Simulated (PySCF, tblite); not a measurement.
# C₃H₁₀F₂OSi₂: geometry, infrared bands and NMR shifts

Aim: predict the infrared bands and NMR shifts of C₃H₁₀F₂OSi₂ (`FCC[C@H]([SiH3])O[SiH2]F`).

The runs use tblite 0.8.0 and PySCF 2.14.0, with density-fitted response routines of our own; the level of theory stands in each step. All values are computed, except where a source is named. Atoms count from 0, in the outputs and in this text.

## Step 1: Starting geometry

18 atoms, charge 0, multiplicity 1; geometry from: force field or distance geometry start.

Bonds of the start (Å): F0–C1 1.37, C1–C2 1.48, C2–C3 1.50, C3–Si4 1.87, C3–O5 1.40, O5–Si6 1.72, Si6–F7 1.69, C1–H8 1.12, C1–H9 1.12, C2–H10 1.11, C2–H11 1.12, C3–H12 1.08, Si4–H13 1.45, Si4–H14 1.45, Si4–H15 1.48, Si6–H16 1.47, Si6–H17 1.49.

## Step 2: Relaxing the molecule with GFN2-xTB

Job settings and geometry (Å):

```
{"job": {"kind": "relax", "xc": "GFN2-xTB", "basis": "xTB"}, "charge": 0, "multiplicity": 1}
F      1.193500    -1.524700    -1.738100
C      1.735000    -1.231400    -0.512500
C      1.370200     0.143700    -0.098700
C     -0.113700     0.366700     0.003100
Si    -0.333500     2.147600     0.527800
O     -0.748300    -0.415300     0.971400
Si    -2.054300    -1.228900     0.206700
F     -1.850300    -2.903600     0.215300
H      1.387700    -1.939900     0.279300
H      2.850200    -1.327600    -0.601900
H      1.878700     0.373000     0.865000
H      1.755600     0.901300    -0.829100
H     -0.620300     0.238400    -0.937400
H     -1.727100     2.513800     0.670000
H      0.451100     2.427900     1.715200
H      0.232000     2.993500    -0.552400
H     -2.148400    -0.709600    -1.161400
H     -3.266600    -0.818700     0.966000
```

On the command line:

```console
$ OMP_NUM_THREADS=1 python probes_run.py task.json out
```

This one command runs all jobs of the session in turn.

**Question.** This job is followed by: GFN2-xTB harmonic vibrations, gas phase; GIAO PBE0/pcSseg-1 NMR shielding, non-relativistic, gas phase. What will the session give for the following? strongest single infrared mode (GFN2-xTB); zero-point energy (GFN2-xTB); 13C shifts against TMS (PBE0/pcSseg-1); 1H shifts against TMS (PBE0/pcSseg-1, means over atoms taken as alike); 19F shifts against CFCl3 (PBE0/pcSseg-1); 29Si shifts against TMS (PBE0/pcSseg-1); 17O shifts against H2O (PBE0/pcSseg-1).

As calculated:

| quantity | value |
| --- | --- |
| strongest single infrared mode (GFN2-xTB) | 774 cm⁻¹, 345 km/mol |
| zero-point energy (GFN2-xTB) | 76.8 kcal/mol |
| 13C shifts against TMS (PBE0/pcSseg-1) | 82.9, 63.7, 40.3 ppm |
| 1H shifts against TMS (PBE0/pcSseg-1, means over atoms taken as alike) | 5.06, 4.99, 4.99, 4.71, 4.61, 3.96, 2.06, 1.82 ppm |
| 19F shifts against CFCl3 (PBE0/pcSseg-1) | -160.4, -256.6 ppm |
| 29Si shifts against TMS (PBE0/pcSseg-1) | -28.4, -63.0 ppm |
| 17O shifts against H2O (PBE0/pcSseg-1) | 74.5 ppm |

**Reading.** The optimisation took 135 steps and gained 1.090 eV; among the close pairs (by a distance rule), O5–Si6 changed most, from 1.718 to 1.600 Å. All 48 modes are real, so the xTB geometry is a minimum. GFN2-xTB is a fitted tight-binding method: band positions and strengths are rough. Its intensities can rank the bands wrongly. C1 (sp3 CH2 bonded to F) lies farthest downfield among carbon, at 82.9 ppm; deshielded by the electronegative neighbour. At PBE0/pcSseg-1: Shielding is most anisotropic at F7 (span 161 ppm, paramagnetic term -141 ppm).
